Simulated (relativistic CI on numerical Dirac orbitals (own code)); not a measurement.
**As I (As): levels and lines**

The task is the spectrum of As: levels, purity of their labels, lifetimes and lines; runs with one setting changed show what the result hangs on. Configuration energies are shifted onto measured levels.

Method: Dirac-Coulomb-Breit CI, KLI orbitals optimised for each configuration, model QED (radiative potential, 1s self-energy scaled to tabulated hydrogen-like ionisation energies), valence Slater integrals scaled by 0.85, configuration energies shifted to the measured levels that pair with them (semi-empirical). Code: relativistic CI on numerical Dirac orbitals (own code) version 3.

## (1) What is computed

- ion: As (As I)
- nuclear charge: 33
- electrons: 33
- isotope: A = 75
- first configuration typed: [Ar] 3d10 4s2 4p3

The outer shells:

first configuration typed
```
[Ar] core
3d [↑↓][↑↓][↑↓][↑↓][↑↓]
4s [↑↓]
4p [↑ ][↑ ][↑ ]
```

## (2) CI with the chosen configurations

Settings, as recorded:

```ini
atom As  Z=33  charge=0  electrons=33
nucleus A=75  rms_radius_fm=4.0968
hamiltonian dirac-coulomb  breit=on  qed=on  c_scale=1
orbitals kli  potential=per-configuration
slater_scale 0.85
correlation fit
mixing on
configurations
  [Ar] 3d10 4s2 4p3
  [Ar] 3d10 4s2 4p2 5s
  [Ar] 3d10 4s2 4p2 4d
  [Ar] 3d10 4s 4p4
  [Ar] 3d10 4s2 4p2 5p
  [Ar] 3d10 4s2 4p2 6s
  [Ar] 3d10 4s2 4p2 6p
  [Ar] 3d10 4s2 4p2 5d
  [Ar] 3d10 4s2 4p2 4f
  [Ar] 3d10 4s2 4p 4d2
  [Ar] 3d10 4s2 4p2 6d
  [Ar] 3d10 4s2 4p2 5f
  [Ar] 3d10 4s2 4p2 5g
  [Ar] 3d10 4s2 4p2 6f
end
```

Run with:

```
python run_levels.py task.json out
```

task.json lists these runs, among others, and the program works through them in turn.

## (4) Slater integrals scaled by 0.75

Changes to the settings of step 2:

```diff
@@ -4,3 +4,3 @@
 orbitals kli  potential=per-configuration
-slater_scale 0.85
+slater_scale 0.75
 correlation fit
```

## (5) Slater integrals scaled by 1

Changes to the settings of step 4:

```diff
@@ -4,3 +4,3 @@
 orbitals kli  potential=per-configuration
-slater_scale 0.75
+slater_scale 1
 correlation fit
```

(Steps that only read results are left out.)

Q: Predict the outcome of this session. Wanted: lowest level; first excitation; lowest level of the other parity; fastest E1 line; mean error of paired levels.

The runs gave:

| run | time | mean size of shift, levels followed (cm⁻¹) | lowest level | mean error to measured (cm⁻¹) |
| --- | --- | --- | --- | --- |
| main run | 1.6 s | 0 | 4p3 4S°3/2 | 732 |
| Slater integrals scaled by 0.75 | 1.9 s | 804 | 4p3 4S°3/2 | 164 |
| Slater integrals scaled by 1 | 2.2 s | 1130 | 4p3 4S°3/2 | 2032 |

```
                                                                        quantity                        value
                                                                    lowest level                   4p3 4S°3/2
                                                                first excitation     4p3 2D°3/2, 11959.6 cm⁻¹
                                                lowest level of the other parity     4p2 5s 4P1/2, 50395 cm⁻¹
                                                             levels in the model                          320
fastest E1 line (by rate) to the lowest level among the lowest 174 of 320 levels  190.1 nm, from 4p2 5s 4P5/2
                                                     mean error of paired levels             732 cm⁻¹ over 11
```

What this shows: 4p3 4S°3/2 comes out lowest; its LS label holds 99 % and its jj label 54 %; over the low levels the means are 83 and 69 %, so LS coupling describes them better. The largest mover is «Slater integrals scaled by 1» (1130 cm⁻¹ on average). The run «Slater integrals scaled by 0.75» comes nearer the measured levels than the main run (164 against 732 cm⁻¹). The configurations are shifted onto measured levels, so the match to them is no test; configurations with no paired level borrow a shift and can be far off. Lifetimes count radiative decay inside the model alone.
